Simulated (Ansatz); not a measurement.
# AlCl2F3H3OTa: the cost of one run

Program: Ansatz 0.2.0. Level of theory: RKS PBE/def2-SVP. These are calculated values, not measurements.

**1. The structure to begin with**

Bond lengths: Ta1–F2 2.280 Å, Ta1–F3 1.930 Å, Ta1–Cl4 2.470 Å, Ta1–F5 1.930 Å, Ta1–Cl6 2.470 Å, Ta1–O7 2.320 Å, Cl6–Al8 2.334 Å, O7–Al8 1.780 Å, Al8–H9 1.560 Å, Al8–H10 1.560 Å, Ta1–H11 2.315 Å. Angles (14 of 29 angles, heavy atoms first): F2–Ta1–F3 90.0°, F2–Ta1–Cl4 90.0°, F2–Ta1–F5 120.0°, F2–Ta1–Cl6 120.0°, F2–Ta1–O7 71.6°, F3–Ta1–Cl4 180.0°, F3–Ta1–F5 90.0°, F3–Ta1–Cl6 90.0°, F3–Ta1–O7 117.9°, Cl4–Ta1–F5 90.0°, Cl4–Ta1–Cl6 90.0°, Cl4–Ta1–O7 62.1°, F5–Ta1–Cl6 120.0°, F5–Ta1–O7 150.8°.

Structure file:

```xyz
11

Ta    0.0000    0.0000    0.0000
F     2.2800    0.0000    0.0000
F     0.0000    0.0000    1.9300
Cl    0.0000    0.0000   -2.4700
F    -0.9650    1.6714    0.0000
Cl   -1.2350   -2.1390    0.0000
O     0.7315   -1.9161   -1.0843
Al    0.5461   -3.5742   -0.4639
H     0.5528   -4.7818   -1.4514
H     0.3768   -3.8196    1.0674
H     1.9139   -1.1338   -0.6416
```

**2. Pulling towards end A**

Springs on the bonds that form and break draw the guess towards this end; the thresholds are loose.

Input file input.yaml:

```yaml
crystal:
  periodic: [false, false, false]
  atoms:
    - { symbol: Ta, position_ang: [0.0, 0.0, 0.0] }
    - { symbol: F, position_ang: [2.28, 0.0, 0.0] }
    - { symbol: F, position_ang: [0.0, 0.0, 1.93] }
    - { symbol: Cl, position_ang: [0.0, 0.0, -2.47] }
    - { symbol: F, position_ang: [-0.965, 1.6714, 0.0] }
    - { symbol: Cl, position_ang: [-1.235, -2.139, 0.0] }
    - { symbol: O, position_ang: [0.7315, -1.9161, -1.0843] }
    - { symbol: Al, position_ang: [0.5461, -3.5742, -0.4639] }
    - { symbol: H, position_ang: [0.5528, -4.7818, -1.4514] }
    - { symbol: H, position_ang: [0.3768, -3.8196, 1.0674] }
    - { symbol: H, position_ang: [1.9139, -1.1338, -0.6416] }
basis:
  gaussian: { orbitals: def2-SVP }
hamiltonian:
  xc: pbe
relax:
  f_tol: 0.15
  max_steps: 25
  restrain:
    - { distance: [0, 6], at: 3.22, k: 30.0 }
    - { distance: [10, 1], at: 2.12, k: 30.0 }
    - { distance: [0, 1], at: 1.93, k: 30.0 }
    - { distance: [10, 6], at: 1.01, k: 30.0 }
output:
  orbitals: {}
```

Launch:

```console
> ansatz run input.yaml --threads 4 --pin off --max-ram 5120MiB --backend cpu --events-out ev --progress --plain --runs-dir out
```

What time and memory should one allow on 4 threads of Arm Neoverse V1, shared host?

About 39 s, with a peak of 0.25 GiB.
